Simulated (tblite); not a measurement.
# GFN1-xTB run of CH4O2Si (SMILES O=C[SiH2]O)

We compute a structure relaxation of CH4O2Si. The job is set up through a Python script.

The calculation is run with tblite 0.8.0.

16 further runs of the same task are left out: 16 set aside as unsound or not needed.

## Step 1: The molecule

The species is CH4O2Si (8 atoms), meant as a singlet with charge 0. SMILES: `O=C[SiH2]O`. Geometry: relaxed at GFN2-xTB. This is one conformer, not always the lowest. The run starts from this shape.

Bond lengths: O1–C2 1.209 Å, C2–Si3 1.919 Å, Si3–O4 1.616 Å, C2–H5 1.109 Å, Si3–H6 1.459 Å, Si3–H7 1.458 Å, O4–H8 0.957 Å. Angles: O1–C2–Si3 120.6°, C2–Si3–O4 106.0°, O1–C2–H5 119.0°, Si3–C2–H5 120.4°, C2–Si3–H6 108.3°, C2–Si3–H7 108.5°, O4–Si3–H6 110.1°, O4–Si3–H7 109.7°, Si3–O4–H8 119.6°, H6–Si3–H7 113.9°.

## Step 2: A geometry optimisation at GFN1-xTB

geom.xyz reads:

```xyz
8

O     -1.149960     0.467700    -1.501250
C     -0.204910     0.865780    -0.861160
Si     0.482140    -0.161100     0.607170
O     -0.426560    -1.494970     0.682890
H      0.259760     1.834830    -1.133910
H      0.323680     0.622360     1.827620
H      1.864190    -0.522700     0.313610
H     -1.148340    -1.611900     0.065030
```

calc.py reads:

```python
import json
import numpy as np
from tblite.interface import Calculator
from tblite.interface import symbols_to_numbers
from scipy.optimize import minimize

symbols = list(map(str, np.loadtxt("geom.xyz", skiprows=2, usecols=0, dtype=str, ndmin=1)))
numbers = np.array(symbols_to_numbers(symbols))
positions = np.loadtxt("geom.xyz", skiprows=2, usecols=(1, 2, 3), ndmin=2) / 0.5291772

calculator = Calculator("GFN1-xTB", numbers, positions, charge=0, uhf=0)
calculator.set("verbosity", 0)
calculator.set("accuracy", 0.01)
last, frames, energies, grads = [None], [], [], []

def fun(x):
    calculator.update(x.reshape(-1, 3))
    last[0] = calculator.singlepoint(last[0])
    return float(last[0].get('energy')), last[0].get('gradient').ravel()

def show(x):
    e, g = fun(x)
    frames.append(x.reshape(-1, 3).tolist())
    energies.append(e)
    grads.append(g.reshape(-1, 3).tolist())
    print(f"{len(energies) - 1:4d} {e:16.9f} {np.abs(g).max():12.3e} {np.linalg.norm(g):12.3e}")

print("step      energy/Eh       max grad     grad norm")
show(positions.ravel())
opt = minimize(fun, positions.ravel(), jac=True, method="BFGS", callback=show, options={"gtol": 3e-05, "maxiter": 500})
print("converged:", opt.success, "-", opt.message)
fun(opt.x)
res = last[0]
final = opt.x.reshape(-1, 3)
print("final geometry (angstrom)")
for s, p in zip(symbols, final * 0.529177210903):
    print(f"{s:<2} {p[0]:12.6f} {p[1]:12.6f} {p[2]:12.6f}")
print(f"total energy: {res.get('energy') * 2625.4996:.8f} kJ/mol")
eps = np.atleast_2d(res.get("orbital-energies")) * 27.211386
occ = np.atleast_2d(res.get("orbital-occupations"))
filled = occ.sum(axis=0) if eps.shape[0] == 1 else occ[0]
homo = np.nonzero(filled > 0.5)[0].max()
print(f"HOMO {eps[0, homo]:.4f} eV")
if homo + 1 < eps.shape[1]:
    print(f"LUMO {eps[0, homo + 1]:.4f} eV, gap {eps[0, homo + 1] - eps[0, homo]:.4f} eV")
mu = res.get("dipole") * 2.541746
print(f"dipole: {np.linalg.norm(mu):.4f} D, components " + " ".join(f"{c:.4f}" for c in mu))
q = res.get("charges")
print("Charges:", " ".join(f"{s}{i + 1}={c:+.4f}" for i, (s, c) in enumerate(zip(symbols, q))))
out = {k: np.asarray(res.get(k)).tolist() for k in ("energy", "gradient", "charges", "dipole", "orbital-energies", "orbital-occupations")}
out.update(symbols=symbols, positions=(positions * 0.529177210903).tolist(), final=final.tolist(), frames=frames, step_energies=energies, grads=grads, success=bool(opt.success))
json.dump(out, open("results.json", "w"))
```

Launch:

```bash
$ python calc.py
```

**Question.** What will come out? Wanted: total energy at the end; dipole moment; HOMO energy; LUMO energy; HOMO–LUMO gap.

**Answer.** As computed:

Level: GFN1-xTB.

| quantity | value |
| --- | --- |
| total energy at the end | -15.57383 Eh |
| dipole moment | 1.91 D |
| HOMO energy | -10.92 eV |
| LUMO energy | -8.22 eV |
| HOMO–LUMO gap | 2.70 eV |

What this shows: At the final geometry: Bond lengths: O1–C2 1.222 Å, C2–Si3 1.925 Å, Si3–O4 1.590 Å, C2–H5 1.116 Å, Si3–H6 1.449 Å, Si3–H7 1.449 Å, O4–H8 0.949 Å. Angles: O1–C2–Si3 114.4°, C2–Si3–O4 107.8°, O1–C2–H5 117.8°, Si3–C2–H5 127.8°, C2–Si3–H6 110.7°, C2–Si3–H7 110.7°, O4–Si3–H6 108.6°, O4–Si3–H7 108.6°, Si3–O4–H8 169.6°, H6–Si3–H7 110.2°. The optimisation took 44 steps and changed the energy by -0.275 eV. Mulliken charges run from -0.47 on O4 to +0.39 on H8.
